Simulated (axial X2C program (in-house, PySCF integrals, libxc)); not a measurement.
# InTi: from the state search to constants, part 1 of 2

What are the state, bond length, wavenumber and bond energy of InTi, and what does spin–orbit coupling change?

The runs use an in-house X2C program for linear molecules on PySCF integrals; all-electron X2C, In dyall-cv3z, Ti dyall-cv3z.

All values are calculated.

## (1) The job

Contents of task.json:

```json
{"zs": [49, 22], "q": 0, "bas": ["dyall-cv3z", "dyall-cv3z"], "levels": ["PBE0", "HF", "PBE50"], "cc": true, "r0": 2.78, "thr": -1.0, "nmax": 90, "npts": 10, "nst": 2, "ntry": 6}
```

Keys: zs atomic numbers; q charge; bas basis sets; levels methods (HF also brings MP2); cc coupled cluster on or off; r0 starting distance in Å; thr threshold in hartree for freezing inner shells (an s shell follows its p shell); nmax most natural virtual spinors; npts points asked for on the curve; nst determinants followed; ntry starts of the search.

Started as:

```console
$ python so2c.py task.json out
```

Spin-free means the one-electron spin-free X2C Hamiltonian; two-component (2c) means X2C with spin–orbit coupling and atomic mean-field two-electron Coulomb and Gaunt terms. Basis: In dyall-cv3z contracted to [11s12p9d4f1g], Ti dyall-cv3z contracted to [10s10p6d4f2g]; Gaussian nuclei, density fitting. Masses: In 114.904 u, Ti 47.948 u.

Notation: σ, π±, δ± give the projection m of an orbital's angular momentum (0, ±1, ±2), α and β its spin, Λ and M_S the sums; ω is the projection of a spinor's total angular momentum and Ω the sum. Logs are in hartree.

The results follow Hamiltonian by Hamiltonian and level by level.

## (2) State search with PBE0

PBE0 moves the distance from 2.780 Å to 2.882 Å and compares determinants there.

Spin-free determinants:

```tsv
ΔE (eV)	state	open shells
0.00	M_S = 3/2, Λ = 2	beyond closed shells: π+α, π-α, δ+α
0.22	M_S = 5/2, Λ = 2	beyond closed shells: 2 × σα, π+α, π-α, δ+α
0.59	M_S = 5/2, Λ = 3	beyond closed shells: σα, 2 × π+α, π-α, δ+α
0.62	M_S = 5/2, Λ = 1	beyond closed shells: 2 × σα, π+α, δ+α, δ-α
0.62	M_S = 1/2, Λ = 2	beyond closed shells: π+α, π-β, δ+α
0.64	M_S = 5/2, Λ = 1	beyond closed shells: σα, π+α, 2 × π-α, δ+α
0.71	M_S = 3/2, Λ = 1	beyond closed shells: σα, π+α, π-α, π-β, δ+α
```

Two-component determinants:

```
ΔE (eV)    state                                       open shells
   0.00  Ω = 1/2                     excess of +ω over −ω: ω = 1/2
   0.02  Ω = 7/2  excess of +ω over −ω: ω = -1/2, ω = 3/2, ω = 5/2
   0.08  Ω = 3/2                     excess of +ω over −ω: ω = 3/2
   0.17  Ω = 9/2   excess of +ω over −ω: ω = 1/2, ω = 3/2, ω = 5/2
   0.53  Ω = 3/2  excess of +ω over −ω: ω = 1/2, ω = -3/2, ω = 5/2
   0.57  Ω = 1/2       excess of +ω over −ω: 2 × ω = -1/2, ω = 3/2
   0.57  Ω = 5/2       excess of +ω over −ω: ω = -1/2, 2 × ω = 3/2
```

## (3) PBE0, spin-free

State followed: M_S = 3/2, Λ = 2 (beyond closed shells: π+α, π-α, δ+α). The scan is laid around 2.882 Å, a first estimate of the minimum, and this SCF restarts from the orbitals of the search.

Output at 2.882 Å:

```text
spin-free X2C-1e  PBE0
basis functions 245  fitting functions 1303  grid points 5804
iter        total energy     max residual
   1      -6734.232695067     7.80e-06
   2      -6734.232695071     1.48e-05
   3      -6734.232695074     9.44e-06
   4      -6734.232695076     3.79e-06
   5      -6734.232695081     3.29e-06
   6      -6734.232695082     2.39e-06
converged
one-electron -9661.18141115  Coulomb 2932.23160472  exact exchange -49.99848183  xc functional -153.22092084  nuclear repulsion 197.93651401
```

Along the bond, energies from the lowest point:

```tsv
R (Å)	E (eV)	μ (D)	HOMO (eV)	LUMO (eV)	iterations
2.507	0.3606	0.91	-4.07	-1.98	21
2.623	0.1479	1.07	-4.07	-1.89	18
2.709	0.0582	1.13	-4.07	-1.87	18
2.796	0.0125	1.13	-4.07	-1.87	18
2.882	0.0000	1.08	-4.07	-1.86	6
2.983	0.0163	0.99	-4.07	-1.85	18
3.084	0.0563	0.85	-4.06	-1.85	18
3.213	0.1308	0.63	-3.95	-1.85	17
3.372	0.2423	0.31	-3.80	-1.85	16
3.603	0.4190	-0.18	-3.65	-1.86	17
```

Dipoles are positive if Ti is the positive end.

Outer orbitals at the reference distance:

```json
{"symmetry": "δ-α", "occupied": "yes", "ε (eV)": "-20.77", "atomic character": "100% In d"}
{"symmetry": "δ+α", "occupied": "yes", "ε (eV)": "-20.77", "atomic character": "100% In d"}
{"symmetry": "δ-β", "occupied": "yes", "ε (eV)": "-20.74", "atomic character": "100% In d"}
{"symmetry": "δ+β", "occupied": "yes", "ε (eV)": "-20.74", "atomic character": "100% In d"}
{"symmetry": "π-α", "occupied": "yes", "ε (eV)": "-20.62", "atomic character": "100% In d"}
{"symmetry": "π-β", "occupied": "yes", "ε (eV)": "-20.62", "atomic character": "100% In d"}
{"symmetry": "π+β", "occupied": "yes", "ε (eV)": "-20.62", "atomic character": "100% In d"}
{"symmetry": "π+α", "occupied": "yes", "ε (eV)": "-20.62", "atomic character": "100% In d"}
{"symmetry": "σβ", "occupied": "yes", "ε (eV)": "-20.62", "atomic character": "100% In d"}
{"symmetry": "σα", "occupied": "yes", "ε (eV)": "-20.59", "atomic character": "100% In d"}
{"symmetry": "σα", "occupied": "yes", "ε (eV)": "-9.22", "atomic character": "67% In s, 12% Ti p, 12% Ti s"}
{"symmetry": "σβ", "occupied": "yes", "ε (eV)": "-9.03", "atomic character": "70% In s, 12% Ti p, 9% Ti s"}
{"symmetry": "σα", "occupied": "yes", "ε (eV)": "-4.60", "atomic character": "52% Ti s, 35% In p, 5% Ti p"}
{"symmetry": "π+α", "occupied": "yes", "ε (eV)": "-4.60", "atomic character": "85% Ti d, 12% In p"}
{"symmetry": "δ+α", "occupied": "yes", "ε (eV)": "-4.46", "atomic character": "100% Ti d"}
{"symmetry": "π-α", "occupied": "yes", "ε (eV)": "-4.36", "atomic character": "79% Ti d, 16% In p, 2% Ti p"}
{"symmetry": "σβ", "occupied": "yes", "ε (eV)": "-4.07", "atomic character": "59% In p, 33% Ti s, 3% In s"}
{"symmetry": "π+α", "occupied": "no", "ε (eV)": "-1.86", "atomic character": "49% In p, 34% Ti p, 15% Ti d"}
{"symmetry": "π-α", "occupied": "no", "ε (eV)": "-1.79", "atomic character": "46% In p, 32% Ti p, 20% Ti d"}
{"symmetry": "π-β", "occupied": "no", "ε (eV)": "-1.79", "atomic character": "69% In p, 17% Ti p, 11% Ti d"}
{"symmetry": "π+β", "occupied": "no", "ε (eV)": "-1.79", "atomic character": "69% In p, 17% Ti p, 11% Ti d"}
```

PBE0 fields in the half plane through the axis: z from -2.4 to 5.1 Å across, distance from the axis 0.15 to 2.25 Å upwards; In lies at z = 0 and Ti at z = 2.882 Å; the ELF is damped to zero where the density is low.

log10 density (e/bohr³). Ten even steps from ' ' (-3.85 ) to '@' (1.81 ):
```
        ......................................      
    ......::::::::::::::::::::::::::::::::........  
  ....::::::::::::::::::::::::::::::::::::::::......
....::::::--------------------------------::::::....
....::::----==========----------======------::::....
..::::----==++++++++====------==++++++++==----::::..
..::::--====++######++==========********++----::::..
..::----==++**##@@##**++======++**##%%**++==--::::..
```

ELF. Ten even steps from '0' (0.01 ) to '9' (0.92 ):
```
00112211100123443222233210
01355443211235664212345431
25777654322356763111346642
57887643223357752001245654
79987432222356632111234554
89986324542245335666322344
99984247884234138889510123
99974363837233028277500012
```

Re = 2.878 Å, ωe = 163.9 cm⁻¹, ωexe = 0.588 cm⁻¹, Be = 0.06015 cm⁻¹, De = 1.22 eV, μ = 1.09 D.

## (4) HF, spin-free

Output at 2.882 Å:

```text
spin-free X2C-1e  HF
basis functions 245  fitting functions 1303  grid points 5804
iter        total energy     max residual
   1      -6731.007219725     2.14e-01
   2      -6731.041579932     7.61e-03
   3      -6731.045879074     7.12e-03
   4      -6731.048195625     6.38e-03
   5      -6731.049875065     5.41e-03
   6      -6731.051883877     3.93e-03
   7      -6731.053964686     2.53e-03
   8      -6731.055071474     2.97e-03
   9      -6731.055625423     3.61e-03
  10      -6731.055464660     3.31e-03
  11      -6731.054404431     1.78e-03
  12      -6731.054104665     1.68e-03
  13      -6731.053796602     1.85e-03
  14      -6731.054263714     2.00e-03
  15      -6731.053914959     1.83e-03
  16      -6731.053536962     2.85e-03
  17      -6731.053948797     2.09e-03
  18      -6731.053715434     3.09e-03
  19      -6731.054616034     3.15e-03
  20      -6731.054730293     3.20e-03
  21      -6731.054642319     3.16e-03
  22      -6731.054606574     3.10e-03
  23      -6731.007219725     3.25e-01
  24      -6731.041624586     1.03e-02
  25      -6731.046676203     2.92e-02
  26      -6731.049867442     2.32e-02
  27      -6731.051890388     6.11e-03
  28      -6731.053754074     1.45e-02
  29      -6731.054862965     1.58e-02
  30      -6731.055586740     4.20e-03
  31      -6731.056731077     1.19e-02
  32      -6731.060342192     4.81e-02
  33      -6731.061381867     5.99e-02
  34      -6731.065357652     7.60e-02
  35      -6731.072306517     5.68e-02
  36      -6731.077375241     4.40e-03
  37      -6731.077792105     6.93e-03
  38      -6731.077966450     6.01e-03
  39      -6731.078061053     6.38e-04
  40      -6731.078082382     8.02e-04
  41      -6731.078093572     6.08e-04
  42      -6731.078097433     1.75e-04
  43      -6731.078098918     8.54e-05
  44      -6731.078099241     6.77e-05
  45      -6731.078099320     2.55e-05
  46      -6731.078099342     1.04e-05
  47      -6731.078099348     6.48e-06
  48      -6731.078099349     3.10e-06
  49      -6731.078099350     2.18e-06
converged
one-electron -9658.53880152  Coulomb 2929.65143515  exact exchange -200.12724698  xc functional 0.00000000  nuclear repulsion 197.93651401
```

Re = 3.155 Å, ωe = 118.9 cm⁻¹, ωexe = 1.66 cm⁻¹, Be = 0.05005 cm⁻¹, De = 0.277 eV, μ = 2.93 D. ⟨S²⟩ = 4.42 against 3.75 for a pure state, so this determinant mixes spins.

## (5) PBE50, spin-free

The SCF at the reference distance of 2.882 Å:

```text
spin-free X2C-1e  PBE50
basis functions 245  fitting functions 1303  grid points 5804
iter        total energy     max residual
   1      -6734.317940235     7.48e-02
   2      -6734.322496003     3.84e-03
   3      -6734.322600314     7.91e-03
   4      -6734.323097967     2.63e-03
   5      -6734.323236329     1.51e-03
   6      -6734.323361046     9.98e-04
   7      -6734.323510747     8.61e-04
   8      -6734.323583922     6.24e-04
   9      -6734.323678206     4.30e-04
  10      -6734.323725270     4.63e-04
  11      -6734.323756763     2.79e-04
  12      -6734.323767587     2.23e-04
  13      -6734.323773568     2.08e-04
  14      -6734.323784085     1.73e-04
  15      -6734.323795117     1.47e-04
  16      -6734.323799008     2.46e-05
  17      -6734.323799091     1.18e-05
  18      -6734.323799100     2.02e-06
  19      -6734.323799100     7.31e-07
converged
one-electron -9661.72257841  Coulomb 2932.83751170  exact exchange -100.04362649  xc functional -103.33161990  nuclear repulsion 197.93651401
```

Re = 2.906 Å, ωe = 156.6 cm⁻¹, Be = 0.059 cm⁻¹, De = 0.803 eV, μ = 1.50 D.

## (6) Correlated methods, spin-free

Correlated methods: 7 electrons correlated (frozen shells, counted by type: In 4 s, 3 p, 2 d; Ti 3 s, 2 p), 343 virtual spinors in MP2, 90 natural virtuals in coupled cluster.

Output of the correlated part at 2.882 Å:

```text
correlated 7  virtual 343  natural virtual 90  E(MP2) -0.074862617  MP2 remainder -0.003818037
iter   CCSD correlation   residual
   1     -0.085300182   1.47e-01
   2     -0.094142700   8.63e-02
   3     -0.097523823   5.40e-02
   4     -0.100248442   3.79e-02
   5     -0.101861138   2.39e-02
   6     -0.102509919   1.28e-02
   7     -0.102839973   7.90e-03
   8     -0.102941238   5.06e-03
   9     -0.103035261   3.30e-03
  10     -0.103054661   2.04e-03
  11     -0.103085496   1.14e-03
  12     -0.103090240   7.15e-04
  13     -0.103097551   4.31e-04
  14     -0.103100381   2.39e-04
  15     -0.103104326   1.34e-04
  16     -0.103106974   7.21e-05
  17     -0.103108792   4.46e-05
  18     -0.103110638   2.92e-05
  19     -0.103111201   1.63e-05
  20     -0.103111659   1.16e-05
  21     -0.103111776   8.11e-06
  22     -0.103111842   5.60e-06
  23     -0.103111831   3.98e-06
(T) -0.007477557  T1 0.1457  D1 0.2248  max T2 0.170
```

T1 in the output is the amplitude norm over the root of the electron number; divide by √2 for the Lee–Taylor value.

MP2: No constants are quoted: the reference is strongly spin-contaminated.

CCSD: No constants are quoted: too few points lie around the minimum for a second fit to confirm the first.

CCSD(T): No constants are quoted: too few points lie around the minimum for a second fit to confirm the first.

## (7) A higher determinant, spin-free

State: M_S = 5/2, Λ = 2 (beyond closed shells: 2 × σα, π+α, π-α, δ+α).

Output at the reference distance:

```text
spin-free X2C-1e  PBE0
basis functions 245  fitting functions 1303  grid points 5804
iter        total energy     max residual
   1      -6734.224593809     2.55e-05
   2      -6734.224593809     3.71e-05
   3      -6734.224593776     7.53e-05
   4      -6734.224593825     2.50e-06
   5      -6734.224593826     3.47e-06
converged
one-electron -9661.75787709  Coulomb 2932.84860896  exact exchange -50.00772261  xc functional -153.24411709  nuclear repulsion 197.93651401
```

```tsv
R (Å)	E above the lowest PBE0 point (eV)
2.507	0.188
2.623	0.110
2.709	0.114
2.796	0.154
2.882	0.220
2.983	0.315
3.084	0.417
3.213	0.546
3.372	0.696
```

Re = 2.657 Å, ωe = 219.1 cm⁻¹, Be = 0.07059 cm⁻¹, μ = 2.79 D. Te = 0.11 eV. As a difference of two determinants it need not be a gap between pure terms.

## (8) The spin-free curves together

Energy (eV) of the followed determinant, spin-free, from each level's lowest point:

```tsv
R (Å)	PBE0	HF	MP2 (spin-contaminated)	CCSD	CCSD(T)	PBE50
2.507	0.361	0.902	0.691	n/a	n/a	0.399
2.623	0.148	0.523	0.381	0.302	0.270	0.174
2.709	0.058	0.327	0.225	0.171	0.147	0.075
2.796	0.013	0.188	0.119	0.085	0.069	0.021
2.882	0.000	0.095	0.052	0.034	0.023	0.000
2.983	0.016	0.031	0.012	0.005	0.000	0.007
3.084	0.056	0.002	0.000	0.000	0.000	0.037
3.213	0.131	0.000	0.011	0.015	0.021	0.095
3.372	0.242	0.026	0.042	n/a	n/a	0.183
3.603	0.419	0.076	0.078	n/a	n/a	0.321
```

(Continued in part 2 of 2.)
